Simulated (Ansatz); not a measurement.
# C4H6F4: up Jacob's ladder to CCSD(T)

The task here is to estimate one member of a computed series from the others.

The runs use Ansatz 0.2.0, Gaussian basis; functionals in def2-TZVPP, the program's frozen cores in correlated methods.

The runs, in order: LDA (SPW92), PBE-D4, revPBE-D4, BLYP-D4, r2SCAN-D4, B97M-V, PBE0-D4, B3LYP-D4, r2SCANh-D4, r2SCAN0-D4, HSE06-D4, BHLYP-D4, CAM-B3LYP-D4, LC-ωPBE, ωB97X-V, ωB97M-V, B2PLYP, PBE-QIDH; CCSD(T)/def2-SVP; CCSD(T)/def2-TZVPP; MP2/def2-QZVPP; extrapolation to the limit; RPA on PBE.

## The geometry

All runs share one geometry, relaxed beforehand with PBE0-D4 in a triple-zeta def2 set.

SMILES `FC[C@@H](F)[C@H](F)CF`, 14 atoms, charge 0, spin multiplicity 1.

Atoms are counted from 1 here; the program's logs count them from 0.

Bond lengths: F1–C2 1.376 Å, C2–C3 1.506 Å, C2–H9 1.092 Å, C2–H10 1.094 Å, C3–F4 1.384 Å, C3–C5 1.513 Å, C3–H11 1.096 Å, C5–F6 1.384 Å, C5–C7 1.506 Å, C5–H12 1.096 Å, C7–F8 1.376 Å, C7–H13 1.092 Å, C7–H14 1.094 Å. Angles: F1–C2–C3 109.7°, F1–C2–H9 108.8°, F1–C2–H10 108.5°, C3–C2–H9 110.2°, C3–C2–H10 110.1°, H9–C2–H10 109.5°, C2–C3–F4 109.3°, C2–C3–C5 112.2°, C2–C3–H11 109.3°, F4–C3–C5 110.0°, F4–C3–H11 107.2°, C5–C3–H11 108.8°, C3–C5–F6 110.0°, C3–C5–C7 112.2°, C3–C5–H12 108.8°, F6–C5–C7 109.3°, F6–C5–H12 107.2°, C7–C5–H12 109.3° and more.

The first run:

in.yaml

```yaml
crystal:
  periodic: [false, false, false]
  atoms:
    - {symbol: F, position_ang: [-1.590384, -1.489973, 2.082551]}
    - {symbol: C, position_ang: [-0.864908, -0.396157, 1.669256]}
    - {symbol: C, position_ang: [-0.447440, -0.576554, 0.233932]}
    - {symbol: F, position_ang: [-1.561342, -0.478445, -0.581498]}
    - {symbol: C, position_ang: [0.594339, 0.435714, -0.190633]}
    - {symbol: F, position_ang: [0.225229, 1.700049, 0.234274]}
    - {symbol: C, position_ang: [0.797289, 0.452402, -1.682446]}
    - {symbol: F, position_ang: [1.928587, 1.173400, -1.988861]}
    - {symbol: H, position_ang: [-1.485360, 0.496143, 1.772761]}
    - {symbol: H, position_ang: [0.018538, -0.303156, 2.308611]}
    - {symbol: H, position_ang: [-0.036350, -1.584272, 0.100749]}
    - {symbol: H, position_ang: [1.544008, 0.193297, 0.300887]}
    - {symbol: H, position_ang: [-0.059198, 0.916955, -2.174883]}
    - {symbol: H, position_ang: [0.923992, -0.568602, -2.055801]}
basis:
  gaussian: {orbitals: def2-TZVPP}
hamiltonian: {xc: lda}
output: {orbitals: {seedname: orbitals}}
```

Run with:

```console
ansatz run in.yaml --threads 2 --pin off --events-out ev --progress --plain --max-ram 32768MiB --backend cuda --devices 0, --max-vram 18GiB
```

Among the steps run: LDA; PBE-D4 (GGA); revPBE-D4 (GGA); BLYP-D4 (GGA); r2SCAN-D4 (meta-GGA); B97M-V (meta-GGA); B3LYP-D4 (hybrid); r2SCANh-D4 (hybrid); r2SCAN0-D4 (hybrid); HSE06-D4 (hybrid); BHLYP-D4 (hybrid); CAM-B3LYP-D4 (range-separated); LC-ωPBE (range-separated); ωB97X-V (range-separated); ωB97M-V (range-separated); B2PLYP (double hybrid); PBE-QIDH (double hybrid).

One table of the session follows, with a row left open; its other results are not shown here.

It belongs to the step «Frontier levels by functional». 

| functional | HOMO (eV) | LUMO (eV) | gap (eV) |
| --- | --- | --- | --- |
| LDA (SPW92) | -7.92 | -0.26 | 7.66 |
| PBE-D4 | -7.72 | -0.04 | 7.67 |
| revPBE-D4 | -7.63 | 0.05 | 7.69 |
| BLYP-D4 | ? | ? | ? |
| r2SCAN-D4 | -8.11 | 0.57 | 8.68 |
| B97M-V | -8.30 | 0.15 | 8.45 |
| PBE0-D4 | -9.48 | 0.83 | 10.30 |
| B3LYP-D4 | -9.26 | 0.47 | 9.73 |
| r2SCANh-D4 | -8.76 | 0.87 | 9.63 |
| r2SCAN0-D4 | -9.74 | 1.28 | 11.02 |
| HSE06-D4 | -9.07 | 0.45 | 9.52 |
| BHLYP-D4 | -11.21 | 1.44 | 12.66 |
| CAM-B3LYP-D4 | -11.01 | 1.60 | 12.61 |
| LC-ωPBE | -12.26 | 2.92 | 15.18 |
| ωB97X-V | -11.95 | 2.74 | 14.69 |
| ωB97M-V | -11.87 | 2.33 | 14.20 |

Q: Estimate the row for BLYP-D4 from the others.

Worked estimate for «HOMO (eV)». Against the share of exact exchange, B3LYP-D4 (0.2, -9.26), BHLYP-D4 (0.5, -11.21) give a slope of -6.50 per unit share; at 0 the line stands at -7.96.

**Answer.** HOMO (eV): -7.68; LUMO (eV): -0.05; gap (eV): 7.63. In «HOMO (eV)» the line misses by -0.28.
